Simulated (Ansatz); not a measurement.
**AlGeH₃ (triplet): from Hartree-Fock to the top rungs, cc-pVDZ**

The task here is to estimate one member of a computed series from the others.

Method: cc-pVDZ, core rule «outside noble gas», up to 19 orbitals frozen; program: Ansatz 0.2.0, Gaussian basis.

To be run: UHF; CCSD(T) on ROHF; CCSD(T) on UHF; BCCD(T) on ROHF; CISD; CCSDT(Q) on ROHF; CCSDT(Q) on UHF; CASSCF and MRCISD+Q, 10 electrons in 11 orbitals; CASSCF and NEVPT2, 10 electrons in 11 orbitals.

3 further runs of the same task are left out: 3 set aside as unsound or not needed.

## What is computed

The geometry is a PBE0/def2-TZVP stationary point (not a proven minimum) of the parent state, kept for this charge and spin. No spin-orbit coupling is included. The filled d shell of Ge may be among the frozen orbitals whatever the setting's name suggests; the logs give the count.

5 atoms, charge 0, spin multiplicity 3.

Atoms are counted from 1 here; the program's logs count them from 0.

Bond lengths: Ge1–Al2 2.489 Å, Ge1–H3 1.666 Å, Ge1–H4 1.666 Å, Ge1–H5 1.569 Å, Al2–H3 1.966 Å, Al2–H4 1.966 Å. Angles: Al2–Ge1–H3 52.0°, Al2–Ge1–H4 52.0°, Al2–Ge1–H5 136.6°, H3–Ge1–H4 79.6°, H3–Ge1–H5 97.5°, H4–Ge1–H5 97.5°, Ge1–Al2–H3 41.9°, Ge1–Al2–H4 41.9°, H3–Al2–H4 65.7°, Ge1–H3–Al2 86.1°, Ge1–H4–Al2 86.1°.

Set-up of the first run:

Input file in.yaml:

```yaml
crystal:
  periodic: [false, false, false]
  atoms:
    - {symbol: Ge, position_ang: [-0.042193, 0.000000, 0.662306]}
    - {symbol: Al, position_ang: [0.019956, 0.000001, -1.825711]}
    - {symbol: H, position_ang: [0.749707, -1.065978, -0.343663]}
    - {symbol: H, position_ang: [0.749700, 1.065983, -0.343662]}
    - {symbol: H, position_ang: [1.007150, 0.000002, 1.828832]}
basis:
  gaussian: {orbitals: cc-pVDZ}
magnetization: {spin_polarized: true, initial_magnetization: 2}
hamiltonian: {xc: hf}
output: {orbitals: {seedname: orbitals}}
```

Launch:

```
> ansatz run in.yaml --threads 1 --pin off --events-out ev --progress --plain --max-ram 2816MiB --backend cpu
```

Steps of the session up to this table: UHF; CCSD(T) on ROHF; CCSD(T) on UHF; BCCD(T) on ROHF; CISD; CCSDT(Q) on ROHF; CCSDT(Q) on UHF; CASSCF and MRCISD+Q, 10 electrons in 11 orbitals; CASSCF and NEVPT2, 10 electrons in 11 orbitals.

One of the session's tables, all rows but one given; the rest of the session is left out.

It belongs to the step «Misses and costs». 

```
          method  from UCCSDT(Q) (meV)
            ROHF               +4980.2
             UHF               +4903.5
            RMP2               +1177.9
            UMP2               +1158.5
            CISD                +566.3
           RCCSD                +211.8
           UCCSD                +208.4
        RCCSD(T)                 +49.3
        UCCSD(T)                 +47.7
         BCCD(T)                 +47.6
          RCCSDT                  +9.9
          UCCSDT                  +8.8
       RCCSDT(Q)                  +1.7
       UCCSDT(Q)                     0
  CASSCF valence               +2951.3
  NEVPT2 valence                +783.6
  MRCISD valence                +203.5
MRCISD+Q valence                     ?
```

Q: Estimate the row for MRCISD+Q valence from the others.

**Answer.** from UCCSDT(Q) (meV): +26.2. In the column «from UCCSDT(Q) (meV)» it lies between RCCSDT (+9.9) and BCCD(T) (+47.6).

Caveats from the session: Restricted and unrestricted rows rest on different reference determinants; where their highest levels disagree by more than a few hundredths of an eV, they describe different states and don't form one ladder.
